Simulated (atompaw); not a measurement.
# A PAW (atompaw) potential for Eu, from input to tests

Aim: build the potential from the settings below, then test how well it stands in for the atom: scattering, ghost states and the plane-wave cutoff that it needs.

Method: atompaw 4.2.0.5, PBE, scalar-relativistic.

## 1. The design

The settings as typed:

| Quantity | Value |
| --- | --- |
| element | europium (Eu, Z = 63) |
| type | PAW |
| frozen core | [Kr] 4d10 |
| valence charge | 17 |
| reference configuration | 4f6 5s2 5p6 5d1 6s2 6p0 |
| partial waves | 5s (bound); 6s (bound); 5p (bound); 6p (bound, empty); 5d (bound); 5d channel at 2.45 Ry; 4f (bound); 4f channel at -0.2 Ry |
| local potential | troulliermartins scheme with l = 4 at 0 Ry, radius 1.95 bohr |
| core correction | smooth core density matched at 1.30 bohr |
| augmentation charge | sinc compensation charge, radius 2.00 bohr; PAW radius 2.60 bohr; waves and projectors: bloechl |

The nodes and maxima of the atom's own shells, from an earlier all-electron run, set the scale for the radii.

All-electron outer shells of the reference configuration (PBE, scalar-relativistic, ld1.x):

| shell | level (eV) | outermost node (bohr) | outermost maximum (bohr) |
| --- | --- | --- | --- |
| 4p | -265.34 | 0.30 | 0.55 |
| 4d | -141.58 | 0.27 | 0.57 |
| 5s | -48.22 | 0.67 | 1.21 |
| 5p | -26.63 | 0.72 | 1.38 |
| 4f | -8.36 | – | 0.59 |
| 6s | -4.06 | 1.63 | 3.43 |
| 5d | -2.64 | 0.81 | 1.98 |
| 6p | -1.33 | 1.96 | 4.63 |

## 2. Generation

Contents of Eu.input:

```
Eu 63
GGA-PBE scalarrelativistic loggrid 2001 logderivrange -6 5 276
6 6 5 4 0 0
6 1 0
5 2 1
4 3 6
0 0 0
c
c
c
c
v
v
c
c
c
v
v
c
c
v
v
3
2.60 2.00 1.95 1.30
n
n
y
2.45
n
y
-0.2
n
bloechl sinc
4 0 troulliermartins
PWSCFOUT
UPFDX 0.0125d0 UPFXMIN -7.d0 UPFZMESH 63.d0
END
```

Launch:

```bash
$ atompaw < Eu.input > Eu.log
```

**Question.** What will these runs give? Wanted: cutoffs for 10 and 1 mRy, occupied levels; bound ghosts; largest phase difference near zero energy, channels read; lowest eigenvalue of the overlap; share of valence orbitals outside the PAW sphere; UPF file.

As calculated:

```
                                                quantity                                              value
               cutoffs for 10 and 1 mRy, occupied levels                                    55 Ry and 70 Ry
                                            bound ghosts                                         none found
largest phase difference near zero energy, channels read                                          0.152 rad
         lowest eigenvalue of the overlap (Bessel basis)                                          0.227 (s)
        share of valence orbitals outside the PAW sphere  5s 1 %, 6s 87 %, 5p 5 %, 6p 96 %, 5d 48 %, 4f 1 %
                                                UPF file                                            written
```

**Reading.** The potential is of middling hardness: the looser tolerance needs 55 Ry. No bound ghost shows below the valence levels. Near zero energy the largest phase difference among the channels read is 0.15 rad, in the s channel. In the s channel the atom's pole at 4.02 Ry sits lower, at 1.61 Ry, in the pseudo curve.
